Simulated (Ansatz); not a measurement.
Run this with the Ansatz DFT code, driven from Python and show what comes out.

`run_sym.py`:
```python
"""Orbits, cells and special points of SiMo3."""

import ansatz as az
import numpy as np


def main() -> None:
    xtal = (
        az.Lattice.cubic(4.889)
        .space_group(223)
        .atom("Si", (0.0, 0.0, 0.0))
        .atom("Mo", (0.25, 0.0, 0.5))
    )

    read = xtal.crystallographic_orbits()
    print("group", read["space_group"], read["hermann_mauguin"], "conventional content", read["formula"])
    print("orbits:", [orbit["symbol"] + " " + str(orbit["wyckoff"]) for orbit in read["orbits"]])
    for pair in read["least_distances"]:
        print(f"  shortest {pair['first']}-{pair['second']}: {pair['distance_ang']:.3f} A")
    print("atoms in the primitive and conventional cells:", len(xtal.primitive().resolved().sites), len(xtal.conventional().resolved().sites))
    built = xtal.resolved()
    vectors = np.array(built.lattice.vectors)
    print("cell vectors (A)")
    print(vectors.round(4) + 0.0)
    for index, site in enumerate(built.sites):
        print(index, site.symbol, np.round(site.position, 4) + 0.0)
    try:
        print({label: tuple(round(v, 4) for v in k) for label, k in az.high_symmetry_points(vectors.tolist()).items()})
    except Exception as error:
        print("no labels:", error)


if __name__ == "__main__":
    main()
```

Running `python run_sym.py` prints:
```text
group 223 Pm-3n conventional content Si2Mo6
orbits: ['Si 2a', 'Mo 6c']
  shortest Si-Si: 4.234 A
  shortest Si-Mo: 2.733 A
  shortest Mo-Mo: 2.445 A
atoms in the primitive and conventional cells: 8 8
cell vectors (A)
[[4.889 0.    0.   ]
 [0.    4.889 0.   ]
 [0.    0.    4.889]]
0 Si [0. 0. 0.]
1 Si [0.5 0.5 0.5]
2 Mo [0.25 0.   0.5 ]
3 Mo [0.   0.5  0.25]
4 Mo [0.   0.5  0.75]
5 Mo [0.5  0.25 0.  ]
6 Mo [0.5  0.75 0.  ]
7 Mo [0.75 0.   0.5 ]
{'M': (0.5, 0.5, 0.0), 'R': (0.5, 0.5, 0.5), 'X': (0.0, 0.5, 0.0), 'Γ': (0.0, 0.0, 0.0)}
```
